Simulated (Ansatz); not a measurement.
**CH8AlBGe: up Jacob's ladder to CCSD(T)**

How much do the methods differ for CH8AlBGe? The plan is to run it at one geometry with functionals of several rungs and with coupled cluster. The yardstick is the atomisation energy at the CCSD(T) limit.

The runs use Ansatz 0.2.0, Gaussian basis; functionals in def2-TZVPP, the program's frozen cores in correlated methods.

The runs, in order: PBE-D4, r2SCAN-D4, PBE0-D4, B3LYP-D4, ωB97X-V, ωB97M-V, B2PLYP; CCSD(T)/def2-TZVPP; MP2/def2-QZVPP; extrapolation to the limit.

## (1) Structure used throughout

An earlier PBE0-D4 in a triple-zeta def2 set relaxation fixed the geometry.

SMILES `C[B]([AlH2])[GeH3]`, 12 atoms, charge 0, spin multiplicity 1.

Atoms are counted from 1 here; the program's logs count them from 0.

Bond lengths: C1–B2 1.558 Å, C1–H5 1.092 Å, C1–H6 1.094 Å, C1–H7 1.107 Å, B2–Al3 2.118 Å, B2–Ge4 2.079 Å, Al3–H8 1.594 Å, Al3–H9 1.595 Å, Ge4–H10 1.544 Å, Ge4–H11 1.543 Å, Ge4–H12 1.546 Å. Angles: B2–C1–H5 116.6°, B2–C1–H6 116.1°, B2–C1–H7 101.7°, H5–C1–H6 109.8°, H5–C1–H7 105.8°, H6–C1–H7 105.3°, C1–B2–Al3 127.8°, C1–B2–Ge4 116.3°, Al3–B2–Ge4 115.9°, B2–Al3–H8 121.2°, B2–Al3–H9 120.8°, H8–Al3–H9 117.9°, B2–Ge4–H10 113.4°, B2–Ge4–H11 114.7°, B2–Ge4–H12 107.3°, H10–Ge4–H11 107.6°, H10–Ge4–H12 107.0°, H11–Ge4–H12 106.3°.

## (2) PBE-D4 (GGA)

Input file in.yaml:

```yaml
crystal:
  periodic: [false, false, false]
  atoms:
    - {symbol: C, position_ang: [0.028326, 1.733827, 0.070710]}
    - {symbol: B, position_ang: [-0.015263, 0.183191, 0.218883]}
    - {symbol: Al, position_ang: [-0.599215, -0.942393, 1.915313]}
    - {symbol: Ge, position_ang: [0.476570, -0.917934, -1.475095]}
    - {symbol: H, position_ang: [0.158806, 2.309906, 0.989114]}
    - {symbol: H, position_ang: [0.689294, 2.124794, -0.707964]}
    - {symbol: H, position_ang: [-0.997637, 1.955184, -0.279886]}
    - {symbol: H, position_ang: [0.482687, -1.564775, 2.907456]}
    - {symbol: H, position_ang: [-2.135272, -1.280565, 2.180535]}
    - {symbol: H, position_ang: [0.189232, -0.171937, -2.796122]}
    - {symbol: H, position_ang: [-0.199388, -2.302535, -1.563267]}
    - {symbol: H, position_ang: [1.998862, -1.181964, -1.425577]}
basis:
  gaussian: {orbitals: def2-TZVPP}
hamiltonian: {xc: pbe, dispersion: d4}
output: {forces: true, orbitals: {seedname: orbitals}}
```

The run is started by

```bash
ansatz run in.yaml --threads 4 --pin off --events-out ev --progress --plain --max-ram 10444MiB
```

After this run come: r2SCAN-D4 (meta-GGA); PBE0-D4 (hybrid); B3LYP-D4 (hybrid); ωB97X-V (range-separated); ωB97M-V (range-separated); B2PLYP (double hybrid); CCSD(T) in def2-TZVPP; MP2 in def2-QZVPP.

Q: Predict the results of all the runs planned. Wanted: atomisation energy, CCSD(T)/CBS; farthest; mean size of error, hybrid; mean size of error, range-separated; gap, smallest and largest; T1 diagnostic; triples share of the correlation energy.

The runs gave:

```
                               quantity                                                   value
        atomisation energy, CCSD(T)/CBS                                               37.551 eV
    functionals within 0.376 eV (1.0 %)  PBE-D4, r2SCAN-D4, PBE0-D4, B3LYP-D4, ωB97X-V, ωB97M-V
                               farthest                                      B2PLYP (-0.499 eV)
             mean size of error, hybrid                                                0.079 eV
    mean size of error, range-separated                                                0.137 eV
              gap, smallest and largest                     2.63 eV (PBE-D4), 9.02 eV (ωB97X-V)
                          T1 diagnostic                                                  0.0124
triples share of the correlation energy                                                   3.4 %
```

**Reading.** PBE-D4 misses by +0.010 eV. Double hybrids carry the basis error of their MP2 part in triple zeta, and no dispersion term here, so their miss is partly the set-up's. Misses under about 0.376 eV are within the doubt on the reference itself, which lacks core-valence correlation, relativity and higher excitations, and its outer-core shells are covered unevenly. Hartree-Fock recovers 76 % of the binding; the rest is correlation. Orbital gaps span 2.6 to 9.0 eV; exact exchange widens them. Correlated methods include outer-core shells of Ge, which these sets cover unevenly.
